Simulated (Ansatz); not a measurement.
# C₈H₆S: up Jacob's ladder to CCSD(T)

An exercise on one series of results from a longer session: the logs are not shown, and one member is left open.

Computed with Ansatz 0.2.0, Gaussian basis. Level: functionals in def2-TZVPP, the program's frozen cores in correlated methods.

Levels to be run: LDA (SPW92), PBE-D4, revPBE-D4, BLYP-D4, r2SCAN-D4, B97M-V, PBE0-D4, B3LYP-D4, r2SCANh-D4, r2SCAN0-D4, HSE06-D4, BHLYP-D4, CAM-B3LYP-D4, LC-ωPBE, ωB97X-V, ωB97M-V, B2PLYP, PBE-QIDH; CCSD(T)/def2-SVP; CCSD(T)/def2-TZVPP; MP2/def2-QZVPP; extrapolation to the limit; RPA on PBE.

## The relaxed structure

All runs share one geometry, relaxed beforehand with PBE0-D4 in a triple-zeta def2 set.

SMILES `c1ccc2sccc2c1`, 15 atoms, charge 0, spin multiplicity 1.

Atoms are counted from 1 here; the program's logs count them from 0.

Bond lengths: C1–C2 1.400 Å, C1–C9 1.378 Å, C1–H10 1.084 Å, C2–C3 1.379 Å, C2–H11 1.084 Å, C3–C4 1.392 Å, C3–H12 1.084 Å, C4–S5 1.727 Å, C4–C8 1.409 Å, S5–C6 1.721 Å, C6–C7 1.352 Å, C6–H13 1.080 Å, C7–C8 1.430 Å, C7–H14 1.082 Å, C8–C9 1.399 Å, C9–H15 1.084 Å. Angles: C2–C1–C9 120.8°, C2–C1–H10 119.4°, C9–C1–H10 119.8°, C1–C2–C3 120.9°, C1–C2–H11 119.6°, C3–C2–H11 119.5°, C2–C3–C4 118.3°, C2–C3–H12 120.8°, C4–C3–H12 120.9°, C3–C4–S5 127.3°, C3–C4–C8 121.6°, S5–C4–C8 111.1°, C4–S5–C6 91.5°, S5–C6–C7 113.2°, S5–C6–H13 119.3°, C7–C6–H13 127.5°, C6–C7–C8 112.6°, C6–C7–H14 123.6° and more.

The first run:

File in.yaml:

```yaml
crystal:
  periodic: [false, false, false]
  atoms:
    - {symbol: C, position_ang: [-0.546888, -1.662224, 1.062678]}
    - {symbol: C, position_ang: [0.786793, -1.894720, 0.707094]}
    - {symbol: C, position_ang: [1.494652, -0.967753, -0.029569]}
    - {symbol: C, position_ang: [0.849389, 0.204971, -0.410635]}
    - {symbol: S, position_ang: [1.507733, 1.511643, -1.327686]}
    - {symbol: C, position_ang: [0.021622, 2.376783, -1.247581]}
    - {symbol: C, position_ang: [-0.940329, 1.719496, -0.560823]}
    - {symbol: C, position_ang: [-0.492627, 0.456689, -0.062113]}
    - {symbol: C, position_ang: [-1.185729, -0.501480, 0.685556]}
    - {symbol: H, position_ang: [-1.080944, -2.406422, 1.641857]}
    - {symbol: H, position_ang: [1.270567, -2.814623, 1.013993]}
    - {symbol: H, position_ang: [2.527093, -1.148634, -0.304371]}
    - {symbol: H, position_ang: [-0.053979, 3.342803, -1.724458]}
    - {symbol: H, position_ang: [-1.938293, 2.108693, -0.407052]}
    - {symbol: H, position_ang: [-2.219068, -0.325235, 0.963082]}
basis:
  gaussian: {orbitals: def2-TZVPP}
hamiltonian: {xc: lda}
output: {orbitals: {seedname: orbitals}}
```

On the command line:

```bash
ansatz run in.yaml --threads 2 --pin off --events-out ev --progress --plain --max-ram 32768MiB --backend cuda --devices 0, --max-vram 18GiB
```

Among the steps run: LDA; PBE-D4 (GGA); revPBE-D4 (GGA); BLYP-D4 (GGA); r2SCAN-D4 (meta-GGA); B97M-V (meta-GGA); PBE0-D4 (hybrid); B3LYP-D4 (hybrid); r2SCANh-D4 (hybrid); r2SCAN0-D4 (hybrid); HSE06-D4 (hybrid); BHLYP-D4 (hybrid); CAM-B3LYP-D4 (range-separated); LC-ωPBE (range-separated); ωB97X-V (range-separated); ωB97M-V (range-separated); B2PLYP (double hybrid); PBE-QIDH (double hybrid).

One of the session's tables, all rows but one given; the rest of the session is left out.

It belongs to the step «Frontier levels by functional». 

```
  functional  HOMO (eV)  gap (eV)
 LDA (SPW92)          ?         ?
      PBE-D4      -5.42      3.78
   revPBE-D4      -5.35      3.80
     BLYP-D4      -5.23      3.77
   r2SCAN-D4      -5.58      4.07
      B97M-V      -5.56      4.14
     PBE0-D4      -6.34      5.53
    B3LYP-D4      -6.13      5.16
  r2SCANh-D4      -5.93      4.73
  r2SCAN0-D4      -6.45      5.71
    HSE06-D4      -5.96      4.78
    BHLYP-D4      -7.07      7.26
CAM-B3LYP-D4      -7.47      7.70
     LC-ωPBE      -8.70      9.87
     ωB97X-V      -8.37      9.56
     ωB97M-V      -8.28      9.41
```

**Question.** Estimate the row for LDA (SPW92).

**Answer.** HOMO (eV): -5.62; gap (eV): 3.75. In the column «HOMO (eV)» it lies between r2SCANh-D4 (-5.93) and r2SCAN-D4 (-5.58).
